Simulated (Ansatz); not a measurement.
# AlN: a point defect seen from the nuclei (In on an Al site), part 2 of 2

How do the nuclei near a point defect see it? The defect is In on an Al site in AlN (cell charge 0), first unrelaxed. The cell is a supercell built from an entry of the Crystallography Open Database (COD; perhaps a calculated or model structure). Planned: a single point, then a relaxation.

Ansatz 0.2.0; DFT, PBE, plane-wave PAW, default files, scalar-relativistic.

### Step 3. Ions relaxed

A COD entry behind a cell of this session may itself be a prediction, so a difference from it is no test against experiment.

Contents of input.yaml:

```yaml
crystal:
  lattice:
    - [0.0, 5.907, 5.907]
    - [5.907, 0.0, 5.907]
    - [5.907, 5.907, 0.0]
  atoms:
    - { symbol: In, position: [0.0, 0.0, 0.0] }
    - { symbol: Al, position: [0.0, 0.0, 0.3333333333] }
    - { symbol: Al, position: [0.0, 0.0, 0.6666666667] }
    - { symbol: Al, position: [0.0, 0.3333333333, 0.0] }
    - { symbol: Al, position: [0.0, 0.3333333333, 0.3333333333] }
    - { symbol: Al, position: [0.0, 0.3333333333, 0.6666666667] }
    - { symbol: Al, position: [0.0, 0.6666666667, 0.0] }
    - { symbol: Al, position: [0.0, 0.6666666667, 0.3333333333] }
    - { symbol: Al, position: [0.0, 0.6666666667, 0.6666666667] }
    - { symbol: Al, position: [0.3333333333, 0.0, 0.0] }
    - { symbol: Al, position: [0.3333333333, 0.0, 0.3333333333] }
    - { symbol: Al, position: [0.3333333333, 0.0, 0.6666666667] }
    - { symbol: Al, position: [0.3333333333, 0.3333333333, 0.0] }
    - { symbol: Al, position: [0.3333333333, 0.3333333333, 0.3333333333] }
    - { symbol: Al, position: [0.3333333333, 0.3333333333, 0.6666666667] }
    - { symbol: Al, position: [0.3333333333, 0.6666666667, 0.0] }
    - { symbol: Al, position: [0.3333333333, 0.6666666667, 0.3333333333] }
    - { symbol: Al, position: [0.3333333333, 0.6666666667, 0.6666666667] }
    - { symbol: Al, position: [0.6666666667, 0.0, 0.0] }
    - { symbol: Al, position: [0.6666666667, 0.0, 0.3333333333] }
    - { symbol: Al, position: [0.6666666667, 0.0, 0.6666666667] }
    - { symbol: Al, position: [0.6666666667, 0.3333333333, 0.0] }
    - { symbol: Al, position: [0.6666666667, 0.3333333333, 0.3333333333] }
    - { symbol: Al, position: [0.6666666667, 0.3333333333, 0.6666666667] }
    - { symbol: Al, position: [0.6666666667, 0.6666666667, 0.0] }
    - { symbol: Al, position: [0.6666666667, 0.6666666667, 0.3333333333] }
    - { symbol: Al, position: [0.6666666667, 0.6666666667, 0.6666666667] }
    - { symbol: "N", position: [0.1666666667, 0.1666666667, 0.1666666667] }
    - { symbol: "N", position: [0.1666666667, 0.1666666667, 0.5] }
    - { symbol: "N", position: [0.1666666667, 0.1666666667, 0.8333333333] }
    - { symbol: "N", position: [0.1666666667, 0.5, 0.1666666667] }
    - { symbol: "N", position: [0.1666666667, 0.5, 0.5] }
    - { symbol: "N", position: [0.1666666667, 0.5, 0.8333333333] }
    - { symbol: "N", position: [0.1666666667, 0.8333333333, 0.1666666667] }
    - { symbol: "N", position: [0.1666666667, 0.8333333333, 0.5] }
    - { symbol: "N", position: [0.1666666667, 0.8333333333, 0.8333333333] }
    - { symbol: "N", position: [0.5, 0.1666666667, 0.1666666667] }
    - { symbol: "N", position: [0.5, 0.1666666667, 0.5] }
    - { symbol: "N", position: [0.5, 0.1666666667, 0.8333333333] }
    - { symbol: "N", position: [0.5, 0.5, 0.1666666667] }
    - { symbol: "N", position: [0.5, 0.5, 0.5] }
    - { symbol: "N", position: [0.5, 0.5, 0.8333333333] }
    - { symbol: "N", position: [0.5, 0.8333333333, 0.1666666667] }
    - { symbol: "N", position: [0.5, 0.8333333333, 0.5] }
    - { symbol: "N", position: [0.5, 0.8333333333, 0.8333333333] }
    - { symbol: "N", position: [0.8333333333, 0.1666666667, 0.1666666667] }
    - { symbol: "N", position: [0.8333333333, 0.1666666667, 0.5] }
    - { symbol: "N", position: [0.8333333333, 0.1666666667, 0.8333333333] }
    - { symbol: "N", position: [0.8333333333, 0.5, 0.1666666667] }
    - { symbol: "N", position: [0.8333333333, 0.5, 0.5] }
    - { symbol: "N", position: [0.8333333333, 0.5, 0.8333333333] }
    - { symbol: "N", position: [0.8333333333, 0.8333333333, 0.1666666667] }
    - { symbol: "N", position: [0.8333333333, 0.8333333333, 0.5] }
    - { symbol: "N", position: [0.8333333333, 0.8333333333, 0.8333333333] }
kpoints:
  mp_grid: { grid: [3, 3, 3] }
scf:
  occupations: { method: fermi_dirac, width: 0.01 }
hamiltonian:
  xc: pbe
  pseudopotentials: { kind: paw }
output:
  forces: true
  stress: true
  populations: true
  efg:
    quadrupole_moments_barn: { In: 0.772, Al: 0.1466, "N": 0.02044 }
    contact_densities: true
  write_density: true
  write_potential: true
  elf: true
  volumetric_format: npy
relax:
  f_tol: 0.03
  max_steps: 40
```

On the command line:

```console
$ ansatz run input.yaml --threads 1 --pin off --max-ram 3072MiB --backend cpu --events-out ev --progress --plain --runs-dir out
```

What it wrote:

```text
[... 1 line left out ...]
Warning: RAYON_NUM_THREADS=1 ignored (pool sized by the plan → 1); use --threads N
In: output.efg is read without spin–orbit coupling, which moves field gradients at and beside such atoms by some per cent and up to a factor of two; PAW files take it under magnetization.noncollinear and magnetization.spin_orbit
Engine: ansatz 0.2.0, aarch64-unknown-linux-gnu
Pseudopotentials: kind: paw
Pseudopotential: In, paw, valence charge 13, recommended cutoff 420 eV (normal), In.paw.azcp
Pseudopotential: Al, paw, valence charge 3, recommended cutoff 420 eV (normal), Al.paw.azcp
Pseudopotential: N, paw, valence charge 5, recommended cutoff 420 eV (normal), N.paw.azcp
Functional definition: PBE
  parameter kappa = 0.804
  parameter beta = 0.06672455060314922
  exchange = pbe_x(kappa = kappa, mu = beta*pi^2/3)
  correlation = pbe_c(beta = beta)
Crystal: 54 atoms, lattice volume = 412.222 Å³
Basis set: ecut = 420 eV, 7991 PW (Γ), exchange–correlation on 120×120×120 points (8 copies of the dense FFT grid, shifted against one another)
Bands: 167, of which v1, the nominal top of the filled ones, is band 113 counted from 1 (112 counted from 0)
Symmetry: 48 space group operations
Space group: Fm-3m (ITA 225), of the structure as read, at distance tolerance 7.4e-5 Å
k-points: 4 of 27
Non-local potential: In, projectors of the file, l = 0: 2, l = 1: 2, l = 2: 2, l = 3: 2
Non-local potential: Al, projectors of the file, l = 0: 2, l = 1: 2, l = 2: 1
Non-local potential: N, projectors of the file, l = 0: 2, l = 1: 2, l = 2: 1
PAW form: soft (Blöchl's): semilocal exchange-correlation on the pseudo side does not see the compensation charge
PAW one-centre angular grid: In, 590 points (default); XC on 64 Gauss nodes
PAW one-centre angular grid: Al, 110 points (default); XC on 64 Gauss nodes
PAW one-centre angular grid: N, 110 points (default); XC on 64 Gauss nodes
Initial density: superposition of atomic densities (neutral atoms: chi_scale 0, normalization atom), corrected by the library's trained network
Initial wavefunctions: pseudopotential atomic-orbital guess
Functional: x = pbe(κ = 0.804, μ = 0.2195149727645171), c = pbe(β = 0.06672455060314922)
SCF iter   1: F=—  HF=-29993.674287 eV  |F-HF|=—  |Δ(HF+E_count)|=         —  Δρ=2.75e-3  dr2=6.04e-2  ethr=1.77e-3  ⟨swp⟩=11.0  Hψ=4547  notcnv=0  defer=35
preconditioner: auto → Resta (q_TF=auto, 2.468 Å⁻¹)  ε∞=4.0  [insulator: Δε(μ)=5.290 eV  Ē_g=15.823 eV  σ=0.010 eV  W_gap=1.00  n_scr=112 (ndim 8)  ℏωp=27.5 eV  f_vac=0.000  D(μ)=0.00/eV (n_scr^D=0)  ε∞_Penn≈4.0]
SCF iter   2: F=—  HF=-29993.657104 eV  |F-HF|=—  |Δ(HF+E_count)|=   1.72e-2  Δρ=1.20e-3  dr2=8.67e-3  ethr=2.67e-5  ⟨swp⟩=3.0  Hψ=1159  notcnv=0  defer=189
SCF iter   3: F=—  HF=-29993.657626 eV  |F-HF|=—  |Δ(HF+E_count)|=   5.21e-4  Δρ=4.39e-4  dr2=8.02e-4  ethr=3.84e-6  ⟨swp⟩=3.0  Hψ=843  notcnv=0  defer=191
SCF iter   4: F=—  HF=-29993.657568 eV  |F-HF|=—  |Δ(HF+E_count)|=   5.79e-5  Δρ=9.84e-5  dr2=2.96e-5  ethr=3.55e-7  ⟨swp⟩=2.0  Hψ=938  notcnv=0  defer=191
iter 5 did not close the SCF: its close was put off for the readings that it lacked (scf_convergence_deferred on its scf_iter line)
SCF iter   5: F=-29993.657560 eV  HF=-29993.657562 eV  |F-HF|=1.62e-6  |Δ(HF+E_count)|=   5.68e-6  Δρ=2.63e-5  dr2=2.80e-6  ethr=1.31e-8  ⟨swp⟩=2.0  Hψ=929  notcnv=0  defer=191
SCF iter   6: F=-29993.657561 eV  HF=-29993.657562 eV  |F-HF|=2.60e-7  |Δ(HF+E_count)|=   5.09e-7  Δρ=1.08e-5  dr2=3.88e-7  ethr=1.24e-9  ⟨swp⟩=8.0  Hψ=4372  notcnv=0
SCF 1 converged in 6 iterations: F = -29993.657561 eV  dr2 = 3.88e-7
relax step   1: F+E_penalty+E_count = -29993.65756129 eV  Δ(F+E_penalty+E_count) = +0.000e0 eV  max|allowed force component| = 4.768e0 eV/Å  Δτ_max = 0.0000 Å  (6 SCF iters, dr2 threshold 2.25e-5 eV, accepted)
[... 10 lines left out ...]
relax step   2: F+E_penalty+E_count = -29995.21398439 eV  Δ(F+E_penalty+E_count) = -1.556e0 eV  max|allowed force component| = 1.041e0 eV/Å  Δτ_max = 0.0917 Å  (5 SCF iters, dr2 threshold 1.00e-4 eV, accepted)
[... 21 lines left out ...]
[... 85 lines left out ...]
            electrostatic potential = -522.432004 V   contact ρ = 1412.120905 e/Å³
  atom  30  N  V_zz =    -0.205804   η = 0.0000   by run symmetry: allowed   C_q = -0.1017 MHz
            electrostatic potential = -522.564505 V   contact ρ = 1412.511952 e/Å³
  atom  31  N  V_zz =    +0.040067   η = 0.0000   by run symmetry: allowed   C_q = +0.0198 MHz
            electrostatic potential = -522.432004 V   contact ρ = 1412.120905 e/Å³
  atom  32  N  V_zz =    -0.725015   η = 0.2039   by run symmetry: allowed   C_q = -0.3583 MHz
            electrostatic potential = -522.535489 V   contact ρ = 1412.049102 e/Å³
  atom  33  N  V_zz =    -0.725015   η = 0.2039   by run symmetry: allowed   C_q = -0.3583 MHz
            electrostatic potential = -522.535489 V   contact ρ = 1412.049102 e/Å³
  atom  34  N  V_zz =    -0.205804   η = 0.0000   by run symmetry: allowed   C_q = -0.1017 MHz
            electrostatic potential = -522.564505 V   contact ρ = 1412.511952 e/Å³
  atom  35  N  V_zz =    -0.725015   η = 0.2039   by run symmetry: allowed   C_q = -0.3583 MHz
            electrostatic potential = -522.535489 V   contact ρ = 1412.049102 e/Å³
  atom  36  N  V_zz =    -0.205804   η = 0.0000   by run symmetry: allowed   C_q = -0.1017 MHz
            electrostatic potential = -522.564505 V   contact ρ = 1412.511952 e/Å³
  atom  37  N  V_zz =    +0.040067   η = 0.0000   by run symmetry: allowed   C_q = +0.0198 MHz
            electrostatic potential = -522.432004 V   contact ρ = 1412.120905 e/Å³
  atom  38  N  V_zz =    -0.725015   η = 0.2039   by run symmetry: allowed   C_q = -0.3583 MHz
            electrostatic potential = -522.535489 V   contact ρ = 1412.049102 e/Å³
  atom  39  N  V_zz =    -0.725015   η = 0.2039   by run symmetry: allowed   C_q = -0.3583 MHz
            electrostatic potential = -522.535489 V   contact ρ = 1412.049102 e/Å³
  atom  40  N  V_zz =    -0.725015   η = 0.2039   by run symmetry: allowed   C_q = -0.3583 MHz
            electrostatic potential = -522.535489 V   contact ρ = 1412.049102 e/Å³
  atom  41  N  V_zz =    +0.000000   η = 0.0000   by run symmetry: forbidden   C_q = +0.0000 MHz
            electrostatic potential = -522.309970 V   contact ρ = 1412.018750 e/Å³
  atom  42  N  V_zz =    -0.725015   η = 0.2039   by run symmetry: allowed   C_q = -0.3583 MHz
            electrostatic potential = -522.535489 V   contact ρ = 1412.049102 e/Å³
  atom  43  N  V_zz =    -0.725015   η = 0.2039   by run symmetry: allowed   C_q = -0.3583 MHz
            electrostatic potential = -522.535489 V   contact ρ = 1412.049102 e/Å³
  atom  44  N  V_zz =    -0.725015   η = 0.2039   by run symmetry: allowed   C_q = -0.3583 MHz
            electrostatic potential = -522.535489 V   contact ρ = 1412.049102 e/Å³
  atom  45  N  V_zz =    +0.040067   η = 0.0000   by run symmetry: allowed   C_q = +0.0198 MHz
            electrostatic potential = -522.432004 V   contact ρ = 1412.120905 e/Å³
  atom  46  N  V_zz =    -0.205804   η = 0.0000   by run symmetry: allowed   C_q = -0.1017 MHz
            electrostatic potential = -522.564505 V   contact ρ = 1412.511952 e/Å³
  atom  47  N  V_zz =    -0.725015   η = 0.2039   by run symmetry: allowed   C_q = -0.3583 MHz
            electrostatic potential = -522.535489 V   contact ρ = 1412.049102 e/Å³
  atom  48  N  V_zz =    -0.205804   η = 0.0000   by run symmetry: allowed   C_q = -0.1017 MHz
            electrostatic potential = -522.564505 V   contact ρ = 1412.511952 e/Å³
  atom  49  N  V_zz =    -0.725015   η = 0.2039   by run symmetry: allowed   C_q = -0.3583 MHz
            electrostatic potential = -522.535489 V   contact ρ = 1412.049102 e/Å³
  atom  50  N  V_zz =    -0.725015   η = 0.2039   by run symmetry: allowed   C_q = -0.3583 MHz
            electrostatic potential = -522.535489 V   contact ρ = 1412.049102 e/Å³
  atom  51  N  V_zz =    +0.040067   η = 0.0000   by run symmetry: allowed   C_q = +0.0198 MHz
            electrostatic potential = -522.432004 V   contact ρ = 1412.120905 e/Å³
  atom  52  N  V_zz =    -0.205804   η = 0.0000   by run symmetry: allowed   C_q = -0.1017 MHz
            electrostatic potential = -522.564505 V   contact ρ = 1412.511952 e/Å³
  atom  53  N  V_zz =    +0.040067   η = 0.0000   by run symmetry: allowed   C_q = +0.0198 MHz
            electrostatic potential = -522.432004 V   contact ρ = 1412.120905 e/Å³
  atom  54  N  V_zz =    +0.040067   η = 0.0000   by run symmetry: allowed   C_q = +0.0198 MHz
            electrostatic potential = -522.432004 V   contact ρ = 1412.120905 e/Å³
--- Band table (eV) ---
[... 4 lines left out ...]
--- Relaxed structure (6 steps of the walk, 6 accepted, 0 SCFs on fresh bases) ---
  F+E_penalty+E_count = -29995.32915125 eV   max|allowed force component| = 8.301e-5 eV/Å
  atoms:
[... 54 lines left out ...]
--- Löwdin populations: 54 sites ---
  site symbol       q [e]
[... 54 lines left out ...]
  spilling = 0.009583 (of n_electrons = 226.000000)
```

Run time: 2.5 min. Hardware: 1 thread of Arm Neoverse V2, shared host; peak memory 0.96 GiB.

Relaxation path:

```
step  energy change (eV)  largest force component (eV/Å)
   1              0.0000                           4.768
   2             -1.5564                           1.041
   3             -1.6594                           0.290
   4             -1.6696                           0.063
   5             -1.6713                           0.048
   6             -1.6716                           0.000
```

Atom 34 and its like (N) moved farthest, 0.115 Å; the mean move was 0.021 Å.

At the end: gap on the mesh 5.41 eV, largest force 0.000 eV/Å, pressure 38.2 GPa.

What changed since step 2 (V_zz in 10²¹ V/m²):

```
site          atoms  V_zz, PBE  V_zz, PBE relaxed  η, PBE  η, PBE relaxed
  In              1       0.00               0.00       –               –
 N30  30, 34, 36, …      -0.61              -0.21    0.00            0.00
 Al2     2, 3, 4, …     -0.056              -0.16    0.68            0.79
 N28  28, 29, 31, …       0.13              0.040    0.00            0.00
Al15  15, 17, 18, …      -0.28              -1.18    0.00            0.00
 N32  32, 33, 35, …     -0.054              -0.73    0.48            0.20
 Al5    5, 9, 11, …      <0.01              <0.01       –               –
 N41             41       0.00               0.00       –               –
```

Like atoms gathered into sites:

```
site              atoms  distance from the defect (Å)  V_zz (10²¹ V/m²)     η      C_Q (MHz)
  In                  1                          0.00              0.00     –      0 (¹¹⁵In)
 N30  30, 34, 36, 46, …                          2.08             -0.21  0.00   -0.102 (¹⁴N)
 Al2      2, 3, 4, 6, …                          2.81             -0.16  0.79  -0.570 (²⁷Al)
 N28  28, 29, 31, 37, …                          3.41             0.040  0.00    0.020 (¹⁴N)
Al15  15, 17, 18, 23, …                          3.96             -1.18  0.00   -4.19 (²⁷Al)
 N32  32, 33, 35, 38, …                          4.40             -0.73  0.20   -0.358 (¹⁴N)
 Al5    5, 9, 11, 13, …                          4.82             <0.01     –      ≈0 (²⁷Al)
 N41                 41                          5.91              0.00     –        0 (¹⁴N)
```

Direction of the V_zz axis (Cartesian unit vector):

```
site  atom     x      y     z
 Al2     2  0.71  -0.71  0.00
Al15    15  0.00   0.00  1.00
 N28    28  0.58   0.58  0.58
 N30    30  0.00   0.00  1.00
 N32    32  0.00  -0.71  0.71
```

The sizes of the gradients above 0.15 moved by over a factor of two in the median, over a factor of two at the site that moves most (small gradients counted from 0.15; N32, -0.054 to -0.73).

### Step 4. Spectra that follow from step 3

¹⁴N (I = 1, Q = 20.44 mb) in zero field: pure quadrupole lines, for atoms at rest. Strengths are squared matrix elements for a powder, against the strongest line of the same site.

```
site  count  line (MHz)  strength
 N30      6       0.076      1.00
 N28      8       0.015      1.00
 N32     12       0.037      1.00
 N32     12       0.250      1.00
 N32     12       0.287      1.00
```

### Step 5. Summary of results

The summary covers parts 1 to 2.

| quantity | value |
| --- | --- |
| state (step 3) | gap on the mesh 5.41 eV, largest force 0.000 eV/Å, pressure 38.2 GPa |
| V_zz by site, step 3 (10²¹ V/m²) | In 0.00, N30 -0.21, Al2 -0.16, N28 0.040, Al15 -1.18, N32 -0.73, Al5 <0.01, N41 0.00 |
| largest C_Q in size, step 3 | 4.19 MHz, ²⁷Al at Al15 |
| step 3 (ions relaxed) against step 2 | over a factor of two in the median, over a factor of two at the site that moves most (small gradients counted from 0.15; N32, -0.054 to -0.73) |

What this shows: The largest gradient sits at Al15 (6 N at 1.87–1.97 Å). The runs allow no spin. The relaxation kept the symmetry Fm-3m, so a distorted place of lower energy may have been missed. The cell stands at 38 GPa, so host cell and defect together are far from ambient conditions, and the values don't describe a crystal at zero pressure. Relaxing moved atoms by up to 0.12 Å and single gradients by over a factor of two (gradients over 0.15 counted), so small moves matter. The ¹⁴N zero-field lines reach up to 0.287 MHz, too low for direct NQR; such couplings are read from NMR line shapes. The defect repeats with the cell of 54 atoms, so it feels its images: sites between two images don't show the values beside a lone defect, and zeros or small values of η there can come from the images' arrangement. The relaxation keeps the site symmetry m-3m of the start, so the impurity can't leave its site; a start off the site could end lower. The cell keeps the host's lattice, where the PBE pressure is 38 GPa. The program warns that gradients near heavy atoms lack spin–orbit coupling.

The gaps are Kohn-Sham values of a semilocal functional, not quasiparticle or optical gaps. Such gaps usually fall short of the measured ones.
